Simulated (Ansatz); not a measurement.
**Zr2Zn2N3: a trial structure relaxed**

Where does this trial cell of Zr2Zn2N3 go when cell and atoms are let free?

Method: DFT PBE, scalar-relativistic, plane waves, PAW, in Ansatz 0.2.0.

**1. The structure to begin with**

The structure is trigonal, space group R-3m (No. 166). The conventional cell has a = 5.071 Å, b = 5.071 Å, c = 12.802 Å, α = 90.00°, β = 90.00°, γ = 120.00°. Zr (site symmetry -3m) has 2 Zn at 2.38 Å and 6 N at 2.54 Å as nearest neighbours. Zr (site symmetry -3m) has 6 N at 2.59 Å and 6 Zn at 2.94 Å as nearest neighbours. Zn (site symmetry 3m) has 3 N at 2.38 Å and 1 Zr at 2.38 Å as nearest neighbours. N (site symmetry 2/m) is surrounded by 2 Zn at 2.38 Å and 4 Zr at 2.54 to 2.59 Å.

Structure file:

```
CELL_PARAMETERS angstrom
2.53561 1.46393 4.26721
-2.53561 1.46393 4.26721
0.00000 -2.92787 4.26721
ATOMIC_POSITIONS crystal
Zr 0.50000 0.50000 0.50000
Zr 0.00000 0.00000 0.00000
Zn 0.31370 0.31370 0.31370
Zn 0.68630 0.68630 0.68630
N 0.00000 0.00000 0.50000
N 0.50000 0.00000 0.00000
N 0.00000 0.50000 0.00000
```

Recipe of the guess: random cell by space group and Wyckoff sites (R-3m, No. 166). Its size is a rough estimate.

**2. A first look at the guess**

The input, input.yaml:

```yaml
crystal:
  lattice:
    - [2.53560882, 1.46393444, 4.26720943]
    - [-2.53560882, 1.46393444, 4.26720943]
    - [0.0, -2.92786887, 4.26720943]
  atoms:
    - { symbol: Zr, position: [0.5, 0.5, 0.5] }
    - { symbol: Zr, position: [0.0, 0.0, 0.0] }
    - { symbol: Zn, position: [0.31369867, 0.31369867, 0.31369867] }
    - { symbol: Zn, position: [0.68630133, 0.68630133, 0.68630133] }
    - { symbol: "N", position: [0.0, 0.0, 0.5] }
    - { symbol: "N", position: [0.5, 0.0, 0.0] }
    - { symbol: "N", position: [0.0, 0.5, 0.0] }
basis:
  ecutwfc: 420
kpoints:
  mp_grid: { grid: [6, 6, 6] }
hamiltonian:
  xc: pbe
scf:
  occupations: { method: gaussian, width: 0.1 }
  lower_state_search: "off"
output:
  forces: true
  stress: true
  eigenvalues: true
```

Run with:

```sh
$ ansatz run input.yaml --threads 1 --pin off --max-ram 2560MiB --backend cpu --events-out ev --progress --plain --runs-dir out
```

Further runs follow: a loose first relaxation; spin check on a coarse mesh; relaxation on the finer mesh.

**Question.** What will these runs give? Wanted: conventional cell; volume; energy over the elements; gap on the mesh.

As calculated:

| quantity | value |
| --- | --- |
| symmetry at the end (tolerance 0.05 Å) | space group R-3m (No. 166) |
| conventional cell | a = 4.949 Å, b = 4.949 Å, c = 12.205 Å, α = 90.00°, β = 90.00°, γ = 120.00° |
| volume | 12.33 Å³/atom |
| energy over the elements (uncorrected; H, N, O, F and Cl as molecules) | -0.02 eV/atom |
| gap on the mesh | none (metal) |

The space group R-3m (No. 166) is kept, and the volume per atom shrinks by 9.2 % from the first guess. The formation energy of this structure is too near zero to say whether it is bound against the elements. No finished test with a distortion of lower symmetry is shown, so the end may be a saddle point. A spin-polarised run here lost its starting moments, which speaks against magnetism, though one start doesn't rule it out. Other magnetic orders were not searched.
